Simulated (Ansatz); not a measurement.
# CHFGa (quartet): wave-function methods side by side at a displaced geometry (v2), cc-pVDZ

An exercise on one series of results from a longer session: the logs are not shown, and one member is left open.

Program: Ansatz 0.2.0, Gaussian basis. Level of theory: cc-pVDZ, core rule «outside noble gas», up to 16 orbitals frozen. These are calculated values, not measurements.

Plan: UHF; CCSD(T) on ROHF; CCSD(T) on UHF; BCCD(T) on ROHF; CISD as a restricted active space (open shells left free, so some higher excitations enter); CCSDT(Q) on ROHF; CCSDT(Q) on UHF.

33 further runs of the same task are left out: 15 that didn't finish, 18 set aside as unsound or not needed. Runs told in other sessions of the task aren't counted.

## The geometry

The geometry is a PBE0/def2-TZVP stationary point (not a proven minimum) with its atoms shifted at random (size 0.100 Å). No spin-orbit coupling is included. The filled d shell of Ga may be among the frozen orbitals whatever the setting's name suggests.

4 atoms, charge 0, spin multiplicity 4.

Atoms are counted from 1 here; the program's logs count them from 0.

Bond lengths: C1–Ga2 1.935 Å, Ga2–F3 1.775 Å, Ga2–H4 1.469 Å. Angles: C1–Ga2–F3 112.8°, C1–Ga2–H4 125.5°, F3–Ga2–H4 119.7°.

The first run:

File in.yaml:

```yaml
crystal:
  periodic: [false, false, false]
  atoms:
    - {symbol: C, position_ang: [0.129520, -0.853777, 1.655333]}
    - {symbol: Ga, position_ang: [-0.035354, 0.288482, 0.101989]}
    - {symbol: F, position_ang: [0.041266, -0.611729, -1.425856]}
    - {symbol: H, position_ang: [0.124375, 1.748597, 0.095537]}
basis:
  gaussian: {orbitals: cc-pVDZ}
magnetization: {spin_polarized: true, initial_magnetization: 3}
hamiltonian: {xc: hf}
output: {orbitals: {seedname: orbitals}}
```

Command:

```console
$ ansatz run in.yaml --threads 1 --pin off --events-out ev --progress --plain --max-ram 2393MiB
```

Steps of the session up to this table: UHF; CCSD(T) on ROHF; CCSD(T) on UHF; BCCD(T) on ROHF; CISD as a restricted active space (open shells left free, so some higher excitations enter); CCSDT(Q) on ROHF; CCSDT(Q) on UHF.

One of the session's tables, all rows but one given; the rest of the session is left out.

```
   method  from UCCSDT(Q) (kcal/mol)
     ROHF                    +213.80
      UHF                    +212.71
     RMP2                     +21.09
     UMP2                     +20.94
    RCCSD                          ?
    UCCSD                      +5.03
 RCCSD(T)                      +1.13
 UCCSD(T)                      +1.07
  BCCD(T)                      +1.00
   RCCSDT                      +0.52
   UCCSDT                      +0.47
RCCSDT(Q)                      +0.12
UCCSDT(Q)                          0
```

Q: Estimate the row for RCCSD from the others.

**Answer.** from UCCSDT(Q) (kcal/mol): +5.09. In the column «from UCCSDT(Q) (kcal/mol)» it lies between UCCSD (+5.03) and UMP2 (+20.94).

Not comparable, so not listed: CISD as a restricted active space (open shells left free, so some higher excitations enter) (they don't share determinant, frozen orbitals or solution with the rows shown, or repeat one).

Limits of these values: Restricted and unrestricted rows rest on different reference determinants; a gap between their highest levels can come from leftover correlation error, from unlike frozen cores or from another state.
